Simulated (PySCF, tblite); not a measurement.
# C₆H₆FO radical: geometry, infrared bands and EPR parameters

What infrared bands and EPR parameters should C₆H₆FO radical (`[CH2]c1ccc(CF)o1`) show?

The runs use tblite 0.8.0 and PySCF 2.14.0, with density-fitted response routines of our own; the level of theory stands in each step. All values are computed, except where a source is named. Atoms are numbered from 0 throughout.

### Step 1. Starting geometry

14 atoms, charge 0, multiplicity 2; geometry from: force field or distance geometry start.

Bonds of the start (Å): C0–C1 1.42, C1–C2 1.39, C2–C3 1.42, C3–C4 1.37, C4–C5 1.48, C5–F6 1.36, C4–O7 1.37, O7–C1 1.36, C0–H8 1.08, C0–H9 1.07, C2–H10 1.07, C3–H11 1.08, C5–H12 1.08, C5–H13 1.09.

### Step 2. Relaxing the molecule with GFN2-xTB

Job settings and geometry (Å):

```
{"job": {"kind": "relax", "xc": "GFN2-xTB", "basis": "xTB"}, "charge": 0, "multiplicity": 2}
C      2.468200    -0.506500    -0.955800
C      1.253000    -0.068800    -0.364800
C      1.040300     1.003400     0.488800
C     -0.344600     1.021600     0.810000
C     -0.899500    -0.064100     0.174500
C     -2.272300    -0.614900     0.089200
F     -3.135400     0.129000     0.834000
O      0.066800    -0.715800    -0.536500
H      2.460700    -1.382900    -1.590500
H      3.382300     0.029000    -0.783000
H      1.778400     1.709000     0.817200
H     -0.874400     1.710300     1.454900
H     -2.635100    -0.609700    -0.929900
H     -2.289000    -1.640000     0.469700
```

Started as:

```
OMP_NUM_THREADS=1 python probes_run.py task.json out
```

One launch serves the whole session: the jobs run in the order shown.

**Question.** This job is followed by: GFN2-xTB harmonic vibrations, gas phase; UKS B3LYP, pcH-1 on C F H O, non-relativistic, mean-field spin-orbit, GIAO. What will the session give for the following? strongest single infrared mode (GFN2-xTB); zero-point energy (GFN2-xTB); g(iso) (B3LYP); ⟨S²⟩; largest a(iso) (averaged by class); surface potential, 1st and 99th percentile.

As calculated:

```
                                 quantity                 value
strongest single infrared mode (GFN2-xTB)  1068 cm⁻¹, 80 km/mol
             zero-point energy (GFN2-xTB)         63.8 kcal/mol
                           g(iso) (B3LYP)               2.00271
                                     ⟨S²⟩    0.777 (exact 0.75)
       largest a(iso) (averaged by class)   13C on C0, 48.7 MHz
    surface potential, 1st and 99th percentile    -0.83 V and 1.04 V
```

In words: The optimisation took 21 steps and gained 0.127 eV; among the close pairs (by a distance rule), C0–C1 changed most, from 1.420 to 1.362 Å. All 36 modes are real, so the xTB geometry is a minimum. The strongest single mode, at 1068 cm⁻¹, moves mainly C5 and F6. GFN2-xTB is a fitted tight-binding method: band positions and strengths are rough. Its intensities can rank the bands wrongly. The largest share of the spin, 0.64 e, sits on C0. The isotropic g lies 0.4 ppt above the free-electron value.
